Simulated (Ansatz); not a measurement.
**ReS (NiAs type): equation of state**

An exercise on one series of results from a longer session: the logs are not shown, and one member is left open.

Program: Ansatz 0.2.0. Level of theory: DFT PBEsol, scalar-relativistic, plane waves, PAW. These are calculated values, not measurements.

2 further runs of the same task are left out: 2 that didn't finish.

### Starting point

The structure is hexagonal, space group P6_3/mmc (No. 194). Conventional cell: a = 3.534 Å, b = 3.534 Å, c = 5.346 Å, α = 90.00°, β = 90.00°, γ = 120.00°. Around Re (site symmetry -3m) lie 6 S at 2.44 Å and 2 Re at 2.67 Å. Around S (site symmetry -6m2) lie 6 Re at 2.44 Å.

As a file:

```
CELL_PARAMETERS angstrom
3.53391 0.00000 0.00000
-1.76696 3.06046 0.00000
0.00000 0.00000 5.34614
ATOMIC_POSITIONS crystal
Re 0.00000 0.00000 0.00000
Re 0.00000 0.00000 0.50000
S 0.33333 0.66667 0.25000
S 0.66667 0.33333 0.75000
```

An earlier run at PBEsol left this cell at 14.455 Å³/atom and -0.01 GPa (10×10×6 mesh).

Volume factors to run: 0.980, 1.020, 0.960, 1.040.

Set-up of the first run:

File input.yaml:

```yaml
crystal:
  lattice:
    - [3.5101960243, 0.0, 0.0]
    - [-1.7550980122, 3.0399189293, 0.0]
    - [0.0, 0.0, 5.310256302]
  atoms:
    - { symbol: Re, position: [0.0, 0.0, 0.0], spin: 0.05 }
    - { symbol: Re, position: [0.0, 0.0, 0.5], spin: 0.05 }
    - { symbol: S, position: [0.3333333333, 0.6666666667, 0.25] }
    - { symbol: S, position: [0.6666666667, 0.3333333333, 0.75] }
basis:
  ecutwfc: 420
  ecutrho_ratio: 4
kpoints:
  mp_grid: { grid: [10, 10, 6] }
hamiltonian:
  xc: pbesol
scf:
  occupations: { method: gaussian, width: 0.05 }
output:
  forces: true
  stress: true
  eigenvalues: true
  populations: true
magnetization:
  spin_polarized: true
relax:
  f_tol: 0.01
  max_steps: 40
  cell: { stress_tol: 0.1, fix: [volume] }
```

Launch:

```bash
$ ansatz run input.yaml --threads 4 --pin off --max-ram 4096MiB --backend cpu --events-out ev --progress --plain --runs-dir out
```

Among the steps run: Scaling the volume by 0.980; At 1.020 of the relaxed volume; Volume × 0.960; At 1.040 of the relaxed volume.

One table of the session follows, with a row left open; its other results are not shown here.

It belongs to the step «Energy and pressure against volume». 

| volume (Å³/atom) | energy (meV/atom) | pressure (GPa) |
| --- | --- | --- |
| 13.877 | 17.50 | 10.04 |
| 14.166 | ? | ? |
| 14.455 | 0.00 | -0.01 |
| 14.744 | 2.79 | -2.77 |
| 15.033 | 11.24 | -6.48 |

Estimate the missing values for volume (Å³/atom) = 14.166.

Worked estimate for «energy (meV/atom)». A straight line through the neighbours (13.877, 17.50) and (14.455, 0.00) gives 17.50 + (0.00 − 17.50) × (14.166 − 13.877) / (14.455 − 13.877) = 8.75; a parabola fitted to 3 rows on both sides gives 4.90.

**Answer.** energy (meV/atom): 4.16; pressure (GPa): 4.78. In «energy (meV/atom)» the line misses by +4.59 and the parabola by +0.74.

Limits of these values: Warnings in the runs' records: seeded moment not kept, stability check not made.
